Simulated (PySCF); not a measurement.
# C4H13BOSi: the cost of one run

Programs: PySCF 2.14.0, with routines of our own; each step states its level. All values are computed. Atoms count from 0.

### 1 The starting structure

20 atoms, charge 0, multiplicity 1; geometry from: GFN2-xTB.

### 2 Magnetic properties: GIAO B3LYP/pcSseg-1

What the job is given:

```
{"job": {"kind": "mag", "xc": "B3LYP", "basis": "pcSseg-1", "isotopologues": 2}, "charge": 0, "multiplicity": 1}
B     -1.161348    -1.675165    -1.765388
O     -0.598329    -0.586763    -1.291380
Si    -0.262889     0.480895    -0.101069
C     -0.563023     2.197328    -0.865945
C     -1.365530     0.222529     1.435939
C      1.582086     0.193547     0.314388
C      1.882987    -1.223375     0.797608
H     -1.890747    -2.322146    -1.097803
H     -0.921020    -1.991178    -2.875191
H     -0.338698     2.986404    -0.155938
H      0.058314     2.357193    -1.741853
H     -1.597455     2.317386    -1.174017
H     -1.314342    -0.804713     1.786459
H     -1.074485     0.865583     2.260769
H     -2.407424     0.433837     1.210089
H      2.189072     0.395349    -0.570079
H      1.905247     0.904242     1.075997
H      2.949932    -1.355759     0.970458
H      1.360204    -1.432358     1.727920
H      1.562298    -1.952156     0.056001
```

Level: GIAO B3LYP/pcSseg-1 magnetisability, rotational g tensor and spin-rotation constants, non-relativistic, gas phase.

The run is started by

```console
$ OMP_NUM_THREADS=1 python excited_run.py task.json out
```

One launch serves the whole session: the jobs run in the order shown.

**Question.** How long does this first job take on 1 thread of Arm Neoverse V2, shared host, and how much memory does it need?

About 26 s, with a peak of 0.86 GiB.
